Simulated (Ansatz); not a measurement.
# Si3Ge5: the cost of one run

Computed with Ansatz 0.2.0 (DFT PBEsol, scalar-relativistic, plane waves, PAW, and further levels as typed in the inputs, unless a step's input says otherwise).

## 1. The starting structure

The structure is monoclinic, space group C2 (No. 5). The conventional cell has a = 7.844 Å, b = 13.585 Å, c = 6.480 Å, α = 90.00°, β = 90.00°, γ = 90.00°. Ge (site symmetry 1) has 2 Si at 2.40 Å and 2 Ge at 2.40 to 2.43 Å as nearest neighbours. Around Si (site symmetry 1) lie 2 Ge at 2.40 Å and 2 Si at 2.40 to 2.43 Å. Ge (site symmetry 1) has 3 Ge at 2.40 to 2.43 Å and 1 Si at 2.40 Å as nearest neighbours. Ge (site symmetry 1) is surrounded by 2 Ge at 2.40 Å and 2 Si at 2.40 to 2.43 Å. Si (site symmetry 1) has 3 Ge at 2.40 Å and 1 Si at 2.43 Å as nearest neighbours. Ge (site symmetry 1) has 1 Si at 2.40 Å and 3 Ge at 2.40 to 2.43 Å as nearest neighbours. Around Si (site symmetry 1) lie 3 Ge at 2.40 to 2.43 Å and 1 Si at 2.40 Å.

Structure file:

```cif
data_structure
_symmetry_space_group_name_H-M 'C2'
_symmetry_Int_Tables_number 5
_cell_length_a 7.8435
_cell_length_b 13.5853
_cell_length_c 6.4797
_cell_angle_alpha 90.000
_cell_angle_beta 90.000
_cell_angle_gamma 90.000
_cell_volume 690.45
loop_
_atom_site_label
_atom_site_type_symbol
_atom_site_symmetry_multiplicity
_atom_site_Wyckoff_symbol
_atom_site_fract_x
_atom_site_fract_y
_atom_site_fract_z
_atom_site_occupancy
Ge1 Ge 4 c 0.25000 0.08333 0.81250 1
Ge2 Ge 4 c 0.50000 0.33333 0.81250 1
Si1 Si 4 c 0.50000 0.83333 0.81250 1
Ge3 Ge 4 c 0.75000 0.08333 0.81250 1
Ge4 Ge 4 c 0.25000 0.91667 0.31250 1
Si2 Si 4 c 0.50000 0.16667 0.31250 1
Ge5 Ge 4 c 0.50000 0.66667 0.31250 1
Si3 Si 4 c 0.75000 0.91667 0.31250 1
```

## 2. Relaxing cell and atoms: Si3Ge5, no spin

Contents of input.yaml:

```yaml
crystal:
  lattice:
    - [7.8435, 0.0, 0.0]
    - [-3.92175, 6.7926702546, 0.0]
    - [0.0, 0.0, 6.4797]
  atoms:
    - { symbol: Ge, position: [0.1666666667, 0.3333333333, 0.0625] }
    - { symbol: Ge, position: [0.1666666667, 0.8333333333, 0.0625] }
    - { symbol: Si, position: [0.6666666667, 0.3333333333, 0.0625] }
    - { symbol: Ge, position: [0.6666666667, 0.8333333333, 0.0625] }
    - { symbol: Ge, position: [0.3333333333, 0.1666666667, 0.5625] }
    - { symbol: Si, position: [0.3333333333, 0.6666666667, 0.5625] }
    - { symbol: Ge, position: [0.8333333333, 0.1666666667, 0.5625] }
    - { symbol: Si, position: [0.8333333333, 0.6666666667, 0.5625] }
    - { symbol: Si, position: [0.3333333333, 0.1666666667, 0.9375] }
    - { symbol: Si, position: [0.3333333333, 0.6666666667, 0.9375] }
    - { symbol: Ge, position: [0.8333333333, 0.1666666667, 0.9375] }
    - { symbol: Ge, position: [0.8333333333, 0.6666666667, 0.9375] }
    - { symbol: Ge, position: [0.1666666667, 0.3333333333, 0.4375] }
    - { symbol: Ge, position: [0.1666666667, 0.8333333333, 0.4375] }
    - { symbol: Si, position: [0.6666666667, 0.3333333333, 0.4375] }
    - { symbol: Ge, position: [0.6666666667, 0.8333333333, 0.4375] }
scf:
  occupations: { method: gaussian, width: 0.01 }
output:
  forces: true
  stress: true
hamiltonian:
  xc: pbesol
kpoints:
  mp_grid: { grid: [5, 5, 6] }
relax:
  f_tol: 0.002
  cell: { stress_tol: 0.03 }
```

The run is started by

```bash
ansatz run input.yaml --threads 8 --pin off --max-ram 12288MiB --backend cpu --events-out ev --progress --plain --runs-dir out
```

**Question.** How long does this run take on 8 threads of Arm Neoverse N1, shared host, and how much memory does it need?

About 3.4 min, with a peak of 2.2 GiB.
